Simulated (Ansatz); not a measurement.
# AlN₂H₅ + SiH₄: a complex and its separated parts

The complex below is one end of an elementary step. How strongly is it bound against its free parts?

The runs use Ansatz 0.2.0, Gaussian basis; PBE0-D4/def2-TZVP structures, single points in def2-TZVPP, no counterpoise correction.

Levels: SPW92, PBE-D4, BLYP-D4, r2SCAN-D4, B97M-V, PBE0-D4, B3LYP-D4, r2SCAN0-D4, BHLYP-D4, CAM-B3LYP-D4, wB97X-V, wB97M-V, B2PLYP, PBE-QIDH, RPA on PBE, Hartree-Fock, MP2, CCSD, CCSD(T).

Correlated methods freeze the cores. B3LYP uses VWN-RPA correlation. B2PLYP carries no dispersion term here.

**1. Where the work starts**

The complex: 13 atoms, charge 0, spin multiplicity 1.

Atoms are counted from 1 here; the program's logs count them from 0.

Bond lengths: Al1–N3 1.778 Å, Al1–N4 1.770 Å, Al1–H6 1.580 Å, Si2–H5 1.493 Å, Si2–H7 1.489 Å, Si2–H8 1.481 Å, Si2–H9 1.481 Å, N3–H10 1.007 Å, N3–H11 1.007 Å, N4–H12 1.007 Å, N4–H13 1.006 Å. Angles: N3–Al1–N4 119.3°, N3–Al1–H6 120.1°, N4–Al1–H6 120.5°, H5–Si2–H7 106.9°, H5–Si2–H8 110.0°, H5–Si2–H9 110.0°, H7–Si2–H8 109.2°, H7–Si2–H9 108.9°, H8–Si2–H9 111.7°, Al1–N3–H10 125.9°, Al1–N3–H11 123.6°, H10–N3–H11 110.0°, Al1–N4–H12 123.7°, Al1–N4–H13 126.2°, H12–N4–H13 110.1°.

Geometry (Å):

```tsv
atom	x (Å)	y (Å)	z (Å)
Al1	-1.27939	0.17602	-0.59571
Si2	1.72808	0.63800	0.95341
N3	-1.21178	-0.73275	0.93066
N4	-0.71055	-0.59066	-2.08639
H5	0.81193	1.32795	-0.00188
H6	-1.93989	1.61048	-0.63419
H7	3.05161	1.31159	0.84756
H8	1.21876	0.78126	2.33672
H9	1.88077	-0.78502	0.57149
H10	-0.91253	-1.68819	1.03566
H11	-1.60639	-0.39940	1.79488
H12	-0.73252	-0.14386	-2.98802
H13	-0.29800	-1.50532	-2.16429
```

Its parts: AlN₂H₅ holds atoms 1, 3, 4, 6, 10, 11, 12, 13; SiH₄ holds atoms 2, 5, 7, 8, 9. Each part counts its atoms afresh in its own runs.

**2. Relaxing AlN₂H₅ alone**

relax-a/in.yaml

```yaml
crystal:
  periodic: [false, false, false]
  atoms:
    - {symbol: Al, position_ang: [-1.279387, 0.176017, -0.595710]}
    - {symbol: N, position_ang: [-1.211775, -0.732747, 0.930659]}
    - {symbol: N, position_ang: [-0.710551, -0.590665, -2.086388]}
    - {symbol: H, position_ang: [-1.939890, 1.610478, -0.634190]}
    - {symbol: H, position_ang: [-0.912526, -1.688192, 1.035660]}
    - {symbol: H, position_ang: [-1.606386, -0.399400, 1.794881]}
    - {symbol: H, position_ang: [-0.732523, -0.143857, -2.988016]}
    - {symbol: H, position_ang: [-0.298002, -1.505317, -2.164290]}
basis:
  gaussian: {orbitals: def2-TZVP}
hamiltonian: {xc: pbe0, dispersion: d4}
relax: {f_tol: 0.005, max_steps: 200}
```

The command line of these runs was not kept.

Standard output, cut to the lines that bear on the results:

```text
Functional definition: PBE0
  name "PBE0"
  cite "Adamo & Barone, J. Chem. Phys. 110, 6158 (1999) doi:10.1063/1.478522"
  cite "Perdew, Burke & Ernzerhof, Phys. Rev. Lett. 77, 3865 (1996) doi:10.1103/PhysRevLett.77.3865"
  parent pbe
[...]
809 factors; their error is unknown
[...]
mean field -9655.16967933 eV, -354.8209412064 hartree, gradient 5.4e-5 eV, S^2 0.000000; 0 other end points of the search recorded, 0 dependent functions left out
[...]
reference -9655.16971073 eV, -354.8209423601 hartree; 16, 16 occupied and 113, 113 virtual orbitals, 809 factors
relax step   1: F+E_penalty+E_count = -9655.25986471 eV  Δ(F+E_penalty+E_count) = +0.000e0 eV  max|allowed force component| = 2.254e-1 eV/Å  Δτ_max = 0.0000 Å  (25 SCF iters, accepted)
[...]
relax step   4: F+E_penalty+E_count = -9655.26772204 eV  Δ(F+E_penalty+E_count) = -6.390e-4 eV  max|allowed force component| = 2.993e-2 eV/Å  Δτ_max = 0.0162 Å  (30 SCF iters, accepted)
[...]
relax step   5: F+E_penalty+E_count = -9655.26787640 eV  Δ(F+E_penalty+E_count) = -1.544e-4 eV  max|allowed force component| = 2.071e-3 eV/Å  Δτ_max = 0.0050 Å  (29 SCF iters, accepted)
809 factors; their error is unknown
mean field -9655.17771638 eV, -354.8212365624 hartree, gradient 4.4e-5 eV, S^2 0.000000; 1 other end points of the search recorded, 0 dependent functions left out
[...]
reference -9655.17774771 eV, -354.8212377138 hartree; 16, 16 occupied and 113, 113 virtual orbitals, 809 factors
Total energy: -9655.26790773 eV, -354.8245510334 hartree
Atom 0 at    -1.315633     0.144704    -0.600657 Å, force     0.000663    -0.001877    -0.000143 eV/Å
Atom 1 at    -1.252567    -0.748425     0.925174 Å, force     0.000407    -0.001303     0.001101 eV/Å
Atom 2 at    -0.705454    -0.588273    -2.090715 Å, force     0.000715    -0.001389    -0.000289 eV/Å
Atom 3 at    -1.919918     1.604114    -0.632563 Å, force    -0.000809     0.001258    -0.000265 eV/Å
Atom 4 at    -0.890854    -1.677919     1.059663 Å, force     0.000176    -0.000103    -0.001360 eV/Å
Atom 5 at    -1.586105    -0.377941     1.799655 Å, force    -0.000716     0.001735     0.001655 eV/Å
Atom 6 at    -0.718860    -0.124534    -2.984012 Å, force    -0.000051     0.002071    -0.001370 eV/Å
Atom 7 at    -0.301649    -1.505409    -2.183938 Å, force    -0.000387    -0.000391     0.000671 eV/Å
Dipole moment:     0.098471    -0.238118     0.005197 e Å
```

Run time: 6.5 s. Hardware: 4 threads, shared host; peak memory 0.23 GiB.

Relaxation path:

```tsv
step	energy from step 1 (eV)	largest force component (eV/Å)
1	0.0000	0.2254
2	-0.0050	0.1431
3	-0.0072	0.0767
4	-0.0079	0.0299
5	-0.0080	0.0021
```

Bonds that changed most:

```tsv
bond	before (Å)	after (Å)	change (Å)
Al1–N2	1.778	1.769	-0.009
Al1–N3	1.770	1.769	-0.001
N2–H5	1.007	1.006	-0.000
N2–H6	1.007	1.007	-0.000
Al1–H4	1.580	1.580	+0.000
N3–H7	1.007	1.007	+0.000
N3–H8	1.006	1.006	+0.000
```

**3. Relaxing SiH₄ alone**

relax-b/in.yaml

```yaml
crystal:
  periodic: [false, false, false]
  atoms:
    - {symbol: Si, position_ang: [1.728077, 0.637998, 0.953413]}
    - {symbol: H, position_ang: [0.811927, 1.327955, -0.001878]}
    - {symbol: H, position_ang: [3.051609, 1.311593, 0.847556]}
    - {symbol: H, position_ang: [1.218759, 0.781255, 2.336717]}
    - {symbol: H, position_ang: [1.880771, -0.785015, 0.571486]}
basis:
  gaussian: {orbitals: def2-TZVP}
hamiltonian: {xc: pbe0, dispersion: d4}
relax: {f_tol: 0.005, max_steps: 200}
```

Standard output, cut to the lines that bear on the results:

```text
[... 5 set-up lines as earlier in the session ...]
[...]
444 factors; their error is unknown
[...]
mean field -7939.07894396 eV, -291.7557698897 hartree, gradient 1.6e-5 eV, S^2 0.000000; 0 other end points of the search recorded, 0 dependent functions left out
[...]
reference -7939.07897069 eV, -291.7557708719 hartree; 9, 9 occupied and 52, 52 virtual orbitals, 444 factors
relax step   1: F+E_penalty+E_count = -7939.11352842 eV  Δ(F+E_penalty+E_count) = +0.000e0 eV  max|allowed force component| = 3.269e-1 eV/Å  Δτ_max = 0.0000 Å  (18 SCF iters, accepted)
[...]
444 factors; their error is unknown
[...]
mean field -7939.08539415 eV, -291.7560069297 hartree, gradient 4.2e-5 eV, S^2 0.000000; 1 other end points of the search recorded, 0 dependent functions left out
[...]
reference -7939.08542085 eV, -291.7560079109 hartree; 9, 9 occupied and 52, 52 virtual orbitals, 444 factors
Total energy: -7939.12000224 eV, -291.7572787533 hartree
Atom 0 at     1.738240     0.654753     0.941467 Å, force    -0.000137     0.000402    -0.000431 eV/Å
Atom 1 at     0.798016     1.316779     0.002250 Å, force    -0.000010     0.000131    -0.000115 eV/Å
Atom 2 at     3.067319     1.310979     0.855930 Å, force     0.000238     0.000143    -0.000045 eV/Å
Atom 3 at     1.217314     0.770664     2.326939 Å, force    -0.000198     0.000004     0.000690 eV/Å
Atom 4 at     1.870255    -0.779388     0.580708 Å, force     0.000106    -0.000680    -0.000099 eV/Å
Dipole moment:     0.000011    -0.000006     0.000010 e Å
```

It took 1.3 s on 4 threads, shared host.

Step by step:

```tsv
step	energy from step 1 (eV)	largest force component (eV/Å)
1	0.0000	0.3269
2	-0.0060	0.0582
3	-0.0064	0.0155
4	-0.0064	0.0007
```

Bond lengths before and after, largest changes first:

```tsv
bond	before (Å)	after (Å)	change (Å)
Si1–H2	1.493	1.485	-0.008
Si1–H3	1.489	1.485	-0.004
Si1–H4	1.481	1.485	+0.004
Si1–H5	1.481	1.485	+0.003
```

**4. wB97M-V/def2-TZVPP**

parta/in.yaml

```yaml
crystal:
  periodic: [false, false, false]
  atoms:
    - {symbol: Al, position_ang: [-1.315633, 0.144704, -0.600657]}
    - {symbol: N, position_ang: [-1.252567, -0.748425, 0.925174]}
    - {symbol: N, position_ang: [-0.705454, -0.588273, -2.090715]}
    - {symbol: H, position_ang: [-1.919918, 1.604114, -0.632563]}
    - {symbol: H, position_ang: [-0.890854, -1.677919, 1.059663]}
    - {symbol: H, position_ang: [-1.586105, -0.377941, 1.799655]}
    - {symbol: H, position_ang: [-0.718860, -0.124534, -2.984012]}
    - {symbol: H, position_ang: [-0.301649, -1.505409, -2.183938]}
basis:
  gaussian: {orbitals: def2-TZVPP}
hamiltonian: {xc: {name: wB97M-V}}
```

partb/in.yaml

```yaml
crystal:
  periodic: [false, false, false]
  atoms:
    - {symbol: Si, position_ang: [1.738240, 0.654753, 0.941467]}
    - {symbol: H, position_ang: [0.798016, 1.316779, 0.002250]}
    - {symbol: H, position_ang: [3.067319, 1.310979, 0.855930]}
    - {symbol: H, position_ang: [1.217314, 0.770664, 2.326939]}
    - {symbol: H, position_ang: [1.870255, -0.779388, 0.580708]}
basis:
  gaussian: {orbitals: def2-TZVPP}
hamiltonian: {xc: {name: wB97M-V}}
```

parta printed, cut to the lines that bear on the results:

```text
Functional definition: wB97M-V
  name "wB97M-V"
  cite "Mardirossian & Head-Gordon, J. Chem. Phys. 144, 214110 (2016) doi:10.1063/1.4952647"
  cite "Becke, J. Chem. Phys. 107, 8554 (1997) doi:10.1063/1.475007"
  cite "Vydrov & Van Voorhis, J. Chem. Phys. 133, 244103 (2010) doi:10.1063/1.3521275"
  # Of w^i u^j: cxij and so on, Table III.
[...]
  gx(w, u) = 1 - cx + cx01*u + cx10*w
  gss(w, u) = css00 + css04*u^4 + css10*w + css20*w^2 + css43*w^4*u^3
  gos(w, u) = cos00 + cos10*w + (cos20 + cos21*u)*w^2 + (cos60 + cos61*u)*w^6
[...]
      + integral(e_c_pw_mod_opposite_spin*gos(b97_w_opposite, b97_u_opposite)) + vv10(b, c)
877 factors; their error is unknown
228 factors; integrals over basis functions are off by at most 1.0e-5 eV
[...]
mean field -9660.24072084 eV, -355.0072985445 hartree, gradient 1.7e-5 eV, S^2 0.000000; 0 other end points of the search recorded, 0 dependent functions left out
reference -9660.24076992 eV, -355.0073003483 hartree; 16, 16 occupied and 158, 158 virtual orbitals, 877 factors
Total energy: -9660.24076992 eV, -355.0073003483 hartree
```

Log of partb, cut to the lines that bear on the results:

```text
[... 5 set-up lines as earlier in the session ...]
  # Of w^i u^j: cxij and so on, Table III.
[...]
  gx(w, u) = 1 - cx + cx01*u + cx10*w
  gss(w, u) = css00 + css04*u^4 + css10*w + css20*w^2 + css43*w^4*u^3
  gos(w, u) = cos00 + cos10*w + (cos20 + cos21*u)*w^2 + (cos60 + cos61*u)*w^6
[...]
      + integral(e_c_pw_mod_opposite_spin*gos(b97_w_opposite, b97_u_opposite)) + vv10(b, c)
527 factors; their error is unknown
136 factors; integrals over basis functions are off by at most 1.1e-5 eV
[...]
mean field -7941.54393536 eV, -291.8463566528 hartree, gradient 4.9e-5 eV, S^2 0.000000; 0 other end points of the search recorded, 0 dependent functions left out
reference -7941.54397775 eV, -291.8463582106 hartree; 9, 9 occupied and 89, 89 virtual orbitals, 527 factors
Total energy: -7941.54397775 eV, -291.8463582106 hartree
```

They took 3 s (parta), 1.1 s (partb) on 4 threads, shared host; peak memory 0.42 GiB.

**5. CCSD(T)/def2-TZVPP**

Each input of step 4 (parta, partb) changes in the same lines:

```diff
-hamiltonian: {xc: {name: wB97M-V}}
+correlation: {method: ccsd_t}
```

parta printed, cut to the lines that bear on the results:

```text
Functional definition: HF
  name "HF"
  cite "Fock, Z. Phys. 61, 126 (1930) doi:10.1007/BF01340294"
[... 1 set-up line as earlier in the session ...]
[...]
1018 factors; integrals over basis functions are off by at most 1.1e-3 eV
[...]
mean field -9629.10327375 eV, -353.8630184695 hartree, gradient 2.6e-6 eV, S^2 0.000000; 0 other end points of the search recorded, 0 dependent functions left out
7 core orbitals not correlated: weight in the atoms' cores, before any rotation towards them, 1.000 or more for the frozen orbitals, at most 0.000 for the correlated occupied ones
reference -9629.10327375 eV, -353.8630184695 hartree; 9, 9 occupied and 158, 158 virtual orbitals, 1018 factors
second order -14.05863034 eV of doubles, -0.00000000 eV of singles
cycle   1  -14.36905232 eV  change   -3.1e-1 eV  update   7.1e-2
[...]
cycle   9  -14.74758892 eV  change    4.4e-6 eV  update   8.9e-6
perturbative correction -0.51899770 eV, -0.0190728137 hartree
Total energy: -9644.36986037 eV, -354.4240551798 hartree
```

Output in partb, cut to the lines that bear on the results:

```text
[... 4 set-up lines as earlier in the session ...]
[...]
537 factors; integrals over basis functions are off by at most 8.5e-4 eV
[...]
mean field -7925.54414891 eV, -291.2583753458 hartree, gradient 1.8e-6 eV, S^2 0.000000; 0 other end points of the search recorded, 0 dependent functions left out
5 core orbitals not correlated: weight in the atoms' cores, before any rotation towards them, 1.000 or more for the frozen orbitals, at most 0.000 for the correlated occupied ones
reference -7925.54414891 eV, -291.2583753458 hartree; 4, 4 occupied and 89, 89 virtual orbitals, 537 factors
second order -3.90715160 eV of doubles, -0.00000000 eV of singles
cycle   1  -4.49744033 eV  change   -5.9e-1 eV  update   5.5e-2
[...]
cycle   8  -4.71918727 eV  change   -5.8e-7 eV  update   3.7e-6
perturbative correction -0.10445162 eV, -0.0038385261 hartree
Total energy: -7930.36778780 eV, -291.4356408054 hartree
```

Times: 9 s (parta), 0.7 s (partb) on 4 threads, shared host; peak memory 1.5 GiB.

**6. Vibrations of AlN₂H₅**

vib-parta/in.yaml

```yaml
crystal:
  periodic: [false, false, false]
  atoms:
    - {symbol: Al, position_ang: [-1.315633, 0.144704, -0.600657]}
    - {symbol: N, position_ang: [-1.252567, -0.748425, 0.925174]}
    - {symbol: N, position_ang: [-0.705454, -0.588273, -2.090715]}
    - {symbol: H, position_ang: [-1.919918, 1.604114, -0.632563]}
    - {symbol: H, position_ang: [-0.890854, -1.677919, 1.059663]}
    - {symbol: H, position_ang: [-1.586105, -0.377941, 1.799655]}
    - {symbol: H, position_ang: [-0.718860, -0.124534, -2.984012]}
    - {symbol: H, position_ang: [-0.301649, -1.505409, -2.183938]}
basis:
  gaussian: {orbitals: def2-TZVP}
hamiltonian: {xc: pbe0, dispersion: d4}
phonons: {temperatures: {t_min: 298.15, t_max: 900, t_step: 200}}
```

Standard output, cut to the lines that bear on the results:

```text
[... 5 set-up lines as earlier in the session ...]
[...]
809 factors; their error is unknown
[...]
mean field -9655.17771638 eV, -354.8212365626 hartree, gradient 1.1e-5 eV, S^2 0.000000; 0 other end points of the search recorded, 0 dependent functions left out
[...]
reference -9655.17774772 eV, -354.8212377140 hartree; 16, 16 occupied and 113, 113 virtual orbitals, 809 factors
[... from here to the last solve, the lines of the solves are left out (47 solves) ...]
809 factors; their error is unknown
mean field -9655.17770367 eV, -354.8212360952 hartree, gradient 1.0e-6 eV, S^2 0.000000; 0 other end points of the search recorded, 0 dependent functions left out
[...]
Atom 0 at    -1.315633     0.144704    -0.600657 Å, force     0.000670    -0.001886    -0.000155 eV/Å
Atom 1 at    -1.252567    -0.748425     0.925174 Å, force     0.000410    -0.001311     0.001109 eV/Å
Atom 2 at    -0.705454    -0.588273    -2.090715 Å, force     0.000723    -0.001402    -0.000305 eV/Å
Atom 3 at    -1.919918     1.604114    -0.632563 Å, force    -0.000812     0.001264    -0.000264 eV/Å
Atom 4 at    -0.890854    -1.677919     1.059663 Å, force     0.000173    -0.000095    -0.001362 eV/Å
Atom 5 at    -1.586105    -0.377941     1.799655 Å, force    -0.000715     0.001734     0.001654 eV/Å
Atom 6 at    -0.718860    -0.124534    -2.984012 Å, force    -0.000051     0.002062    -0.001351 eV/Å
Atom 7 at    -0.301649    -1.505409    -2.183938 Å, force    -0.000398    -0.000366     0.000675 eV/Å
Dipole moment:     0.098471    -0.238118     0.005197 e Å
Vibrations: 203.37 267.98 349.76 351.95 376.57 514.31 535.70 677.35 718.25 776.43 885.79 1563.96 1572.77 1949.27 3614.99 3615.33 3704.23 3704.65 cm⁻¹, zero-point energy 1.573523 eV
```

Wall time 36 s (4 threads, shared host); peak memory 0.23 GiB.

Wavenumbers and character of the modes:

```tsv
mode	wavenumber (cm⁻¹)	character
1	203	bend
2	268	torsion
3	350	torsion with out-of-plane bend
4	352	torsion
5	377	torsion
6	514	bend
7	536	torsion
8	677	bend with Al–N stretch
9	718	bend
10	776	Al–N stretch with bend
11	886	Al–N stretch
12	1564	bend
13	1573	bend
14	1949	Al–H stretch
15	3615	N–H stretch
16	3615	N–H stretch
17	3704	N–H stretch
18	3705	N–H stretch
```

Vibrational sums (real modes only):

```tsv
T (K)	entropy (J/mol/K)	heat capacity (J/mol/K)
298	38.9	57.0
498	74.2	79.9
698	103.4	93.3
898	128.2	103.0
```

**7. Vibrations of SiH₄**

vib-partb/in.yaml

```yaml
crystal:
  periodic: [false, false, false]
  atoms:
    - {symbol: Si, position_ang: [1.738240, 0.654753, 0.941467]}
    - {symbol: H, position_ang: [0.798016, 1.316779, 0.002250]}
    - {symbol: H, position_ang: [3.067319, 1.310979, 0.855930]}
    - {symbol: H, position_ang: [1.217314, 0.770664, 2.326939]}
    - {symbol: H, position_ang: [1.870255, -0.779388, 0.580708]}
basis:
  gaussian: {orbitals: def2-TZVP}
hamiltonian: {xc: pbe0, dispersion: d4}
phonons: {temperatures: {t_min: 298.15, t_max: 900, t_step: 200}}
```

Standard output, cut to the lines that bear on the results:

```text
[... 5 set-up lines as earlier in the session ...]
[...]
444 factors; their error is unknown
[...]
mean field -7939.08540060 eV, -291.7560071669 hartree, gradient 2.9e-5 eV, S^2 0.000000; 0 other end points of the search recorded, 0 dependent functions left out
[...]
reference -7939.08542690 eV, -291.7560081334 hartree; 9, 9 occupied and 52, 52 virtual orbitals, 444 factors
[... from here to the last solve, the lines of the solves are left out (17 solves) ...]
444 factors; their error is unknown
mean field -7939.08534980 eV, -291.7560053000 hartree, gradient 1.3e-6 eV, S^2 0.000000; 0 other end points of the search recorded, 0 dependent functions left out
[...]
reference -7939.08537610 eV, -291.7560062664 hartree; 9, 9 occupied and 52, 52 virtual orbitals, 444 factors
Total energy: -7939.12000829 eV, -291.7572789758 hartree
Atom 0 at     1.738240     0.654753     0.941467 Å, force    -0.000138     0.000408    -0.000414 eV/Å
Atom 1 at     0.798016     1.316779     0.002250 Å, force    -0.000000     0.000119    -0.000105 eV/Å
Atom 2 at     3.067319     1.310979     0.855930 Å, force     0.000222     0.000138    -0.000039 eV/Å
Atom 3 at     1.217314     0.770664     2.326939 Å, force    -0.000182     0.000002     0.000656 eV/Å
Atom 4 at     1.870255    -0.779388     0.580708 Å, force     0.000099    -0.000666    -0.000097 eV/Å
Dipole moment:     0.000012    -0.000006     0.000010 e Å
Vibrations: 906.73 906.74 906.75 968.55 968.56 2235.50 2245.08 2245.16 2245.24 cm⁻¹, zero-point energy 0.844848 eV
```

Run time: 3.8 s. Hardware: 4 threads, shared host.

Wavenumbers and character of the modes:

```tsv
mode	wavenumber (cm⁻¹)	character
1	907	bend
2	907	bend
3	907	bend
4	969	bend
5	969	bend
6	2236	Si–H stretch
7	2245	Si–H stretch
8	2245	Si–H stretch
9	2245	Si–H stretch
```

Vibrational sums (real modes only):

```tsv
T (K)	entropy (J/mol/K)	heat capacity (J/mol/K)
298	2.6	9.7
498	11.5	25.7
698	22.2	38.0
898	32.9	47.1
```

**8. Complex less separated parts**

The complex's own energies come from single points at the same levels. Levels not printed above were run the same way.

Rows are in def2-TZVPP; times add the 3 runs of a level on a shared host, so small differences are noise.

Differences are taken before rounding.

```tsv
method	rung	complex less parts (eV)	from CCSD(T) (eV)	time
SPW92	LDA	-0.248	-0.165	2.2 s
PBE-D4	GGA	-0.157	-0.074	3.6 s
BLYP-D4	GGA	-0.111	-0.028	3.5 s
r2SCAN-D4	meta-GGA	-0.128	-0.045	6.3 s
B97M-V	meta-GGA	-0.110	-0.027	11 s
PBE0-D4	hybrid	-0.148	-0.065	4.8 s
B3LYP-D4	hybrid	-0.115	-0.032	4.5 s
r2SCAN0-D4	hybrid	-0.131	-0.048	7.3 s
BHLYP-D4	hybrid	-0.124	-0.041	4.4 s
CAM-B3LYP-D4	range-separated hybrid	-0.100	-0.017	5.2 s
wB97X-V	range-separated hybrid	-0.110	-0.027	12 s
wB97M-V	range-separated hybrid	-0.134	-0.051	13 s
B2PLYP	double hybrid	-0.012	+0.071	8.5 s
PBE-QIDH	double hybrid	-0.084	-0.001	8.4 s
RPA on PBE	RPA	-0.044	+0.039	9.7 s
Hartree-Fock	wavefunction	0.096	+0.179	
MP2	wavefunction	-0.081	+0.002	
CCSD	wavefunction	-0.056	+0.028	
CCSD(T)	wavefunction	-0.083	0	99 s
```

Levels quicker than the yardstick that no quicker level beats, quickest first: SPW92 (2.2 s, -0.165 eV); BLYP-D4 (3.5 s, -0.028 eV); CAM-B3LYP-D4 (5.2 s, -0.017 eV); PBE-QIDH (8.4 s, -0.001 eV).

For cost: PBE-QIDH gets within 0.001 eV in 8.4 s, where CCSD(T) took 99 s; the quickest level, SPW92, takes 2.2 s and misses by 0.165 eV.

The complex's zero-point energy, from a separate PBE0-D4 run, is 2.469 eV.

**9. Results**

| quantity | value |
| --- | --- |
| complex less parts, CCSD(T)/def2-TZVPP | -0.083 eV |
| with zero-point energy | -0.033 eV |
| largest T1 diagnostic | 0.011 |

What this shows: At CCSD(T) the complex lies 0.083 eV below its parts. PBE-QIDH is the best functional here (-0.001 eV from CCSD(T)); SPW92 is the worst (-0.165 eV). Mean unsigned error by rung: LDA 0.165, GGA 0.051, meta-GGA 0.036, hybrid 0.046, range-separated hybrid 0.032, double hybrid 0.036 eV. PBE-D4 gives a relative energy 0.074 eV too low, an error of 89 % of the reference. No counterpoise was applied, and triple zeta lacks some correlation, so the CCSD(T) reference has a basis error of its own, and close matches with it are partly luck.
